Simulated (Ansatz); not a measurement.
AlSn:

```
Sn Al
1.0
     4.19811    0.00000    0.00000
    -2.09905    3.63567    0.00000
     0.00000    0.00000    3.30685
Sn Al
1 1
Direct
  0.33333 0.66667 0.50000
  0.00000 0.00000 0.00000
```

The cell comes from a database or a generator and needn't be the stable form of this composition.

Base run:

| Property | Result |
| --- | --- |
| Program | Ansatz 0.2.0 |
| Functional | r2SCAN |
| Potentials or basis | Ansatz PAW |
| Cutoff | 500 eV |
| Density cutoff | 2000 eV |
| k mesh | 7 × 7 × 8 |
| Occupations | fermi-dirac, width 0.05 eV |
| Spin | no spin polarisation |

Its results: band gap on the k mesh none (metal or under the smearing width); pressure -1.1 GPa.

**Question.** The run is repeated on the same cell with these changes: functional from r2SCAN to BLYP; cutoff from 500 eV to 420 eV; density cutoff from 2000 eV to 1680 eV. What comes out?

**Answer.** Band gap on the k mesh none (metal or under the smearing width); pressure 3.7 GPa.

Caveats: the PAW data sets come from PBE, with cores solved anew for the run's functional, which leaves a small shift of forces and pressure; the potentials were made for another functional, which shifts forces and pressure (some runs).

Not every run made on this cell is shown here.
